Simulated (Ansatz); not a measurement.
# BeBr: the cost of one run

Computed with the Python package of Ansatz 0.2.0. Level of theory: PBE+D4/def2-SVPD.

## Step 1: The structure

Bond lengths: Be1–Br2 2.175 Å.

The script holds or builds the structure itself.

## Step 2: Script

Contents of bebr.py:

```python
"""Dipole of BeBr(-) in the field of point charges."""

import ansatz as az
from ase import Atoms
import numpy as np

atoms = Atoms(["Be", "Br"], positions=[
    (0.0, 0.0, 0.0),
    (0.0, 0.0, 2.175),
])
molecule = az.Crystal.molecule_from_ase(atoms)

job = (
    molecule.calculation()
    .basis(gaussian="def2-SVPD")
    .functional("pbe", dispersion="d4")
    .charge(-1)
    .forces()
)
# charges +q and -q at -R and +R make a nearly even field 2 k q / R^2 at the centre
centre = np.mean([site.position_ang for site in molecule.cartesian_sites], axis=0)
field = 2 * 14.399645 * 3.0 / 40.0 ** 2


def dipole(axis, sign):
    arm = 40.0 * np.eye(3)[axis]
    pair = [{"charge": sign * 3.0, "position_ang": (centre - arm).tolist()}, {"charge": -sign * 3.0, "position_ang": (centre + arm).tolist()}]
    deck = job.input().set(az.key.basis.gaussian.point_charges, pair)
    return np.array(az.Session.from_dict(deck).plan().execute().report["charge_distribution"]["dipole_moment_e_ang"])


print(f"field {field:.4f} V/A")
alpha = np.array([(dipole(axis, 1) - dipole(axis, -1)) / (2 * field) * 14.399645 for axis in range(3)])
print("polarisability tensor (A^3)")
print(np.array2string(alpha, precision=3, suppress_small=True))
print(f"mean {np.trace(alpha) / 3:.3f} A^3 = {np.trace(alpha) / 3 / 0.14818471:.2f} bohr^3")
```

## Step 3: The input behind the calls

The engine receives this input (first run):

```yaml
crystal:
  periodic: [false, false, false]
  atoms:
    - { symbol: Be, position_ang: [0.0, 0.0, 0.0] }
    - { symbol: Br, position_ang: [0.0, 0.0, 2.175] }
basis:
  gaussian:
    orbitals: def2-SVPD
    point_charges:
      - { charge: 3.0, position_ang: [-40.0, 0.0, 1.0875] }
      - { charge: -3.0, position_ang: [40.0, 0.0, 1.0875] }
hamiltonian:
  xc: pbe
  dispersion: d4
total_charge: -1.0
output:
  forces: true
```

## Step 4: The run

The run is started by

```
python bebr.py
```

What time and memory should one allow on 1 thread of Arm Neoverse V1, shared host?

About 5.1 s, with a peak of 0.17 GiB.
